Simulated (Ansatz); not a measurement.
**C: a stretch of c alone**

The task here is to estimate one member of a computed series from the others.

Program: Ansatz 0.2.0. Level of theory: DFT LDA, scalar-relativistic, plane waves, PAW. These are calculated values, not measurements.

3 further runs of the same task are left out: 3 set aside as unsound or not needed.

## The system as given

The structure is trigonal, space group R-3m (No. 166). The conventional cell has a = 2.445 Å, b = 2.445 Å, c = 20.727 Å, α = 90.00°, β = 90.00°, γ = 120.00°. C (site symmetry 3m) is surrounded by 3 C at 1.41 Å.

Coordinates:

```
CELL_PARAMETERS angstrom
2.44481 0.00000 0.00000
-1.22240 2.11727 0.00000
0.00000 0.00000 20.72711
ATOMIC_POSITIONS crystal
C 0.00000 0.00000 0.91969
C 0.33333 0.66667 0.91966
C 0.00000 0.00000 0.74701
C 0.33333 0.66667 0.74698
C 0.66667 0.33333 0.25302
C 0.00000 0.00000 0.25299
C 0.66667 0.33333 0.08034
C 0.00000 0.00000 0.08031
C 0.33333 0.66667 0.58635
C 0.66667 0.33333 0.58633
C 0.33333 0.66667 0.41367
C 0.66667 0.33333 0.41365
```

It goes back to an entry of the Materials Project, which need not be the stable form.

The first run:

input.yaml

```yaml
crystal:
  lattice:
    - [2.4448076995, 0.0, 0.0]
    - [-1.2224038498, 2.1172655752, 0.0]
    - [0.0, 0.0, 20.727108246]
  atoms:
    - { symbol: C, position: [0.0, 0.0, 0.9196873279] }
    - { symbol: C, position: [0.3333333333, 0.6666666667, 0.9196612247] }
    - { symbol: C, position: [0.0, 0.0, 0.747005442] }
    - { symbol: C, position: [0.3333333333, 0.6666666667, 0.7469793388] }
    - { symbol: C, position: [0.6666666667, 0.3333333333, 0.2530206612] }
    - { symbol: C, position: [0.0, 0.0, 0.252994558] }
    - { symbol: C, position: [0.6666666667, 0.3333333333, 0.0803387753] }
    - { symbol: C, position: [0.0, 0.0, 0.0803126721] }
    - { symbol: C, position: [0.3333333333, 0.6666666667, 0.5863539946] }
    - { symbol: C, position: [0.6666666667, 0.3333333333, 0.5863278913] }
    - { symbol: C, position: [0.3333333333, 0.6666666667, 0.4136721087] }
    - { symbol: C, position: [0.6666666667, 0.3333333333, 0.4136460054] }
basis:
  ecutwfc: 420
kpoints:
  mp_grid: { grid: [18, 18, 2] }
hamiltonian:
  xc: lda
scf:
  occupations: { method: gaussian, width: 0.01 }
output:
  forces: true
  stress: true
  eigenvalues: true
  write_density: true
  write_potential: true
  elf: true
  volumetric_format: npy
```

Launch:

```bash
> ansatz run input.yaml --threads 1 --pin off --max-ram 2560MiB --backend cpu --events-out ev --progress --plain --runs-dir out
```

Steps of the session up to this table: Zero strain; Seeking the band edges; The cell strained by -1.0 %; Seeking the band edges at -1.0 %; The cell strained by +1.0 %; Band edges over the zone at +1.0 %; At -2.0 %; The gap over the whole zone at -2.0 %; The cell strained by +2.0 %; Seeking the band edges at +2.0 %; The cell strained by -3.0 %; Seeking the band edges at -3.0 %; Strain +3.0 %; The gap over the whole zone at +3.0 %.

One table of the session follows, with a row left open; its other results are not shown here.

Lengths are those of the vectors of the cell that was run; stresses in GPa:

```
strain (%)  ΔE (meV/atom)   c (Å)
      -3.0            0.7  20.105
      -2.0            0.3  20.313
      -1.0            0.0  20.520
      +0.0            0.0  20.727
      +1.0              ?       ?
      +2.0            0.3  21.142
      +3.0            0.6  21.349
```

Estimate the missing values for strain (%) = +1.0.

Worked estimate for «ΔE (meV/atom)». A straight line through the neighbours (0.0, 0.0) and (2.0, 0.3) gives 0.0 + (0.3 − 0.0) × (1.0 − 0.0) / (2.0 − 0.0) = 0.1; a parabola fitted to 4 rows on both sides gives 0.1.

As computed: ΔE (meV/atom): 0.1; c (Å): 20.934. In «ΔE (meV/atom)» the line misses by 0.0 and the parabola by 0.0.

ΔE is over the unstrained cell. Stress in GPa, positive in compression, on the Cartesian axes of the input. 

Caveats from the session: Layers here are held mostly by dispersion, which this level lacks, so their spacing and the stiffness across them are unreliable there. Warnings in the runs' records: band edges overlap, stress scf threshold loose.
